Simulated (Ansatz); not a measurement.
**C₃H₈AlB: up Jacob's ladder to CCSD(T)**

The task here is to estimate one member of a computed series from the others.

Method: functionals in def2-TZVPP, the program's frozen cores in correlated methods; program: Ansatz 0.2.0, Gaussian basis.

Plan: PBE-D4, r2SCAN-D4, PBE0-D4, B3LYP-D4, ωB97X-V, ωB97M-V, B2PLYP; CCSD(T)/def2-TZVPP; MP2/def2-QZVPP; extrapolation to the limit.

**The geometry**

All runs share one geometry, relaxed beforehand with PBE0-D4 in a triple-zeta def2 set.

13 atoms, charge 0, spin multiplicity 1.

Atoms are counted from 1 here; the program's logs count them from 0.

Bond lengths: B1–C2 1.543 Å, B1–H6 1.200 Å, B1–H7 1.203 Å, C2–C3 1.349 Å, C2–Al4 1.955 Å, C3–H8 1.092 Å, C3–H9 1.092 Å, Al4–C5 1.949 Å, Al4–H10 1.596 Å, C5–H11 1.092 Å, C5–H12 1.096 Å, C5–H13 1.095 Å. Angles: C2–B1–H6 122.2°, C2–B1–H7 119.6°, H6–B1–H7 118.3°, B1–C2–C3 116.4°, B1–C2–Al4 125.6°, C3–C2–Al4 118.1°, C2–C3–H8 121.7°, C2–C3–H9 123.1°, H8–C3–H9 115.1°, C2–Al4–C5 121.3°, C2–Al4–H10 116.3°, C5–Al4–H10 122.4°, Al4–C5–H11 113.2°, Al4–C5–H12 110.6°, Al4–C5–H13 110.8°, H11–C5–H12 107.8°, H11–C5–H13 108.0°, H12–C5–H13 106.0°.

The first run:

in.yaml

```yaml
crystal:
  periodic: [false, false, false]
  atoms:
    - {symbol: B, position_ang: [-1.515135, -1.010023, 0.588574]}
    - {symbol: C, position_ang: [0.008090, -0.928055, 0.357392]}
    - {symbol: C, position_ang: [0.724891, -2.021137, 0.692596]}
    - {symbol: Al, position_ang: [0.967069, 0.614872, -0.365942]}
    - {symbol: C, position_ang: [0.026652, 2.243923, -0.877335]}
    - {symbol: H, position_ang: [-2.249213, -0.093173, 0.341213]}
    - {symbol: H, position_ang: [-1.994652, -2.020133, 1.031366]}
    - {symbol: H, position_ang: [0.250880, -2.915757, 1.101913]}
    - {symbol: H, position_ang: [1.808728, -2.081442, 0.578427]}
    - {symbol: H, position_ang: [2.548773, 0.460198, -0.507471]}
    - {symbol: H, position_ang: [0.685287, 3.009367, -1.293580]}
    - {symbol: H, position_ang: [-0.489937, 2.678694, -0.014433]}
    - {symbol: H, position_ang: [-0.751036, 2.027963, -1.617920]}
basis:
  gaussian: {orbitals: def2-TZVPP}
hamiltonian: {xc: pbe, dispersion: d4}
output: {forces: true, orbitals: {seedname: orbitals}}
```

The run is started by

```console
ansatz run in.yaml --threads 4 --pin off --events-out ev --progress --plain --max-ram 10444MiB
```

Among the steps run: PBE-D4 (GGA); r2SCAN-D4 (meta-GGA); PBE0-D4 (hybrid); B3LYP-D4 (hybrid); ωB97X-V (range-separated); ωB97M-V (range-separated); B2PLYP (double hybrid); CCSD(T) in def2-TZVPP; MP2 in def2-QZVPP.

One of the session's tables, all rows but one given; the rest of the session is left out.

It belongs to the step «Atomisation energies». 

```
            method  atomisation energy (kJ/mol)
            PBE-D4                       4856.3
         r2SCAN-D4                       4815.5
           PBE0-D4                       4809.9
          B3LYP-D4                       4806.6
           ωB97X-V                       4798.9
           ωB97M-V                       4809.9
            B2PLYP                       4755.4
     HF/def2-TZVPP                       3686.1
    MP2/def2-TZVPP                       4734.0
   CCSD/def2-TZVPP                            ?
CCSD(T)/def2-TZVPP                       4681.5
           MP2/CBS                       4835.2
       CCSD(T)/CBS                       4782.7
```

**Question.** Estimate the row for CCSD/def2-TZVPP.

**Answer.** atomisation energy (kJ/mol): 4623.1. In the column «atomisation energy (kJ/mol)» it lies between HF/def2-TZVPP (3686.1) and CCSD(T)/def2-TZVPP (4681.5).
